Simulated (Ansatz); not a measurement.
The system is Al3Au.

```
Au Al
1.0
    -2.02533    2.02533    4.05660
     2.02533   -2.02533    4.05660
     2.02533    2.02533   -4.05660
Au Al
1 3
Direct
  0.00000 0.00000 0.00000
  0.50000 0.50000 0.00000
  0.25000 0.75000 0.50000
  0.75000 0.25000 0.50000
```

The cell comes from a database or a generator and needn't be the stable form of this composition.

A run of Ansatz 0.2.0 on this cell left the log below. Logs are shortened: lines on timing, memory, paths and dates and some standing lists are left out, and cuts for length are marked.

```text
Warning: RAYON_NUM_THREADS=2 ignored (pool sized by the plan → 2); use --threads N
LAPW: plane waves up to 6.828 Å⁻¹, error target 2.0e-3 eV per atom; small_component_spin mean_spin; Al in spheres of 1.253 Å, 11 of its electrons in bands, Dirac shells [2p]; Au in spheres of 1.611 Å, 33 of its electrons in bands, Dirac shells [2p, 3p, 4p, 3d, 4d] (how accurate: hamiltonian.pseudopotentials.lapw.basis_error, Limitations)
Engine: ansatz 0.2.0, aarch64-unknown-linux-gnu
Pseudopotentials: kind: all_electron
Pseudopotential: Au, LAPW, valence charge 33, lapw/all_electron/scalar/gaussian/Au, Koelling and Harmon's equation with Dirac's for 2p 3p 4p 3d 4d, gaussian nucleus
Pseudopotential: Al, LAPW, valence charge 11, lapw/all_electron/scalar/gaussian/Al, Koelling and Harmon's equation with Dirac's for 2p, gaussian nucleus
Functional definition: PBEsol
  exchange = pbesol_x
  correlation = pbesol_c
Crystal: 4 atoms, lattice volume = 66.560 Å³
Basis set: ecut = 177.6160640562569 eV, 381 PW (Γ), FFT grids on a1+a3, a2+a3, a3, exchange–correlation at level 2
Bands: 40, of which v1, the nominal top of the filled ones, is band 33 counted from 1 (32 counted from 0)
Symmetry: 16 space group operations
Space group: I4/mmm (ITA 139), of the structure as read, at distance tolerance 4.1e-5 Å
k-points: 75 of 729
Non-local potential: Au, projectors of the file, none
Non-local potential: Al, projectors of the file, none
Initial density: superposition of atomic densities (chi_scale 0.1, normalization cell, long waves kept (reshape's long-wave potential 0.00 eV rms))
Initial wavefunctions: plane waves of lowest kinetic energy (no species holds an atomic orbital)
[... 17 lines left out ...]
SCF converged after 11 iterations
Free energy (F): -537845.559499 eV
Harris-Foulkes:  -537845.559499 eV  (|F-HF|=2.68e-9)
Internal energy: -537845.548008 eV  (E = F + TS)
E sigma→0 (E₀):  -537845.553754 eV
Entropy (-TS):   -0.011491 eV (-2.873 meV/atom)
Fermi energy:    14.075779 eV
--- Per-component energies (eV) ---
  E_band       = -2642.068357
  E_kinetic    = 614487.581845
  E_xc         = -11281.884348
  E_electrostatic = -1141051.245505  (all electrons and nuclei)
  E_smearing   = -0.011491  (= −TS)
  E_closure    = 0.000000  (closes the sum)
  E_atoms      = -537828.844860  (free atoms, spherical and without spin; not in F)
  Σ components = -537845.559499   (vs F -537845.559499, Δ=0.00e0)
  Basis errors (estimates in eV, not in F): energy 6.3e-4 per atom: plane waves 5.6e-4 (2.9e-4 summed), levels above the bands 9.3e-53, relativity 1.2e-7, radial functions 7.1e-5, core shells 2.3e-7; eigenvalues (radial functions only) 4.9e-6; not estimated: angular momenta, meshes, grids; target (lapw.basis_error) 2.0e-3; muffin-tin radii Al 1.253 Å, Au 1.611 Å
--- Forces (eV/Å), atoms counted from 1 ---
  atom   1  Au    -0.00000000     0.00000000     0.00000000
  atom   2  Al    -0.00000000    -0.00000000     0.00000000
  atom   3  Al     0.00000000    -0.00000000     0.00000000
  atom   4  Al     0.00000000    -0.00000000     0.00000000
  max |Σ_I F_I| component: 1.30e-18 eV/Å
--- Stress (GPa, compression-positive) ---
       -2.433109      -0.000000       0.000000
       -0.000000      -2.433109      -0.000000
        0.000000      -0.000000      -2.885419
  P = ⅓ Tr σ = -2.5839 GPa (-25.839 kbar)
--- Band table (eV; the first three rows and the last of 75) ---
  k-point 0: bands = ["-92.5894", "-89.4088", "-89.4070", "-89.2498", "-65.6497", "-65.6496", "-65.6488", "-65.6488", "-65.6485", "-65.6485", "-65.6479", "-51.0960", "-51.0939", "-51.0925", "-51.0925", "-51.0822", "-51.0822", "-50.9397", "-50.9397", "-50.9126", "-43.9622", "-43.9583", "-43.9583", "2.8425", "8.0130", "8.0744", "8.2853", "8.2853", "8.7904", "11.4588", "14.1022", "14.1022", "14.4377", "14.7945", "14.9091", "14.9091", "14.9281", "16.2712", "17.5128", "20.3442"]
  k-point 1: bands = ["-92.5894", "-89.4087", "-89.4071", "-89.2498", "-65.6497", "-65.6496", "-65.6488", "-65.6488", "-65.6485", "-65.6485", "-65.6479", "-51.0959", "-51.0940", "-51.0927", "-51.0912", "-51.0835", "-51.0821", "-50.9397", "-50.9397", "-50.9126", "-43.9622", "-43.9585", "-43.9584", "3.0808", "8.0697", "8.1338", "8.1624", "8.2120", "8.6569", "11.8288", "13.0804", "13.1300", "13.4979", "13.7006", "14.5832", "16.5297", "17.0105", "17.7768", "17.8858", "18.1382"]
  k-point 2: bands = ["-92.5893", "-89.4084", "-89.4073", "-89.2498", "-65.6497", "-65.6496", "-65.6488", "-65.6488", "-65.6485", "-65.6485", "-65.6479", "-51.0955", "-51.0944", "-51.0930", "-51.0879", "-51.0869", "-51.0818", "-50.9397", "-50.9397", "-50.9127", "-43.9622", "-43.9588", "-43.9587", "3.7823", "7.7697", "8.1189", "8.2557", "8.2595", "8.3831", "11.6445", "12.0974", "12.3401", "12.8023", "13.0256", "14.6759", "15.0476", "18.6803", "19.3503", "19.4526", "20.6637"]
  k-point 74: bands = ["-92.5894", "-89.4087", "-89.4070", "-89.2498", "-65.6497", "-65.6496", "-65.6488", "-65.6488", "-65.6485", "-65.6485", "-65.6479", "-51.0957", "-51.0939", "-51.0924", "-51.0924", "-51.0824", "-51.0824", "-50.9396", "-50.9396", "-50.9129", "-43.9624", "-43.9584", "-43.9583", "5.1520", "5.3407", "7.7470", "8.6790", "8.7312", "8.7567", "8.7636", "10.7890", "11.7437", "14.2131", "15.6453", "18.5654", "19.2093", "19.4387", "19.8374", "19.9484", "21.1134"]
```

Write the input and the command behind it.

Band structure with PBEsol, no spin polarisation. The files as run (others can give the same):

input.yaml
```yaml
crystal:
  lattice:
    - [-2.025333, 2.025333, 4.0566]
    - [2.025333, -2.025333, 4.0566]
    - [2.025333, 2.025333, -4.0566]
  atoms:
    - { symbol: Au, position: [0.0, 0.0, 0.0] }
    - { symbol: Al, position: [0.5, 0.5, 0.0] }
    - { symbol: Al, position: [0.25, 0.75, 0.5] }
    - { symbol: Al, position: [0.75, 0.25, 0.5] }
kpoints:
  mp_grid: { grid: [9, 9, 9] }
  band_path:
    path:
      - [0.0, 0.0, 0.0]
      - [0.0, 0.0, 0.5]
      - [-0.1246345671, 0.1246345671, 0.5]
      - [-0.3123172836, 0.3123172836, 0.3123172836]
      - [0.0, 0.0, 0.0]
      - [0.5, 0.5, -0.5]
      - [0.3123172836, 0.6876827164, -0.3123172836]
      - [0.0, 0.5, 0.0]
    npoints: 10
scf:
  occupations: { method: fermi_dirac, width: 0.05 }
hamiltonian:
  xc: pbesol
  pseudopotentials:
    kind: all_electron
    lapw: { basis_error: 0.002 }
    dirac_shells: { Al: ["2p"], Au: ["4p", "4d"] }
output:
  forces: true
  stress: true
  eigenvalues: true
```

Potentials or basis: all-electron LAPW, inner shells corrected to Dirac's equation.
Run with:
```bash
$ ansatz run input.yaml --threads 2 --pin off --max-ram 8192MiB --backend cpu --events-out ev --progress --plain --runs-dir out
```

Caveat: spin-orbit coupling is left out, which moves the levels of the heavy elements.
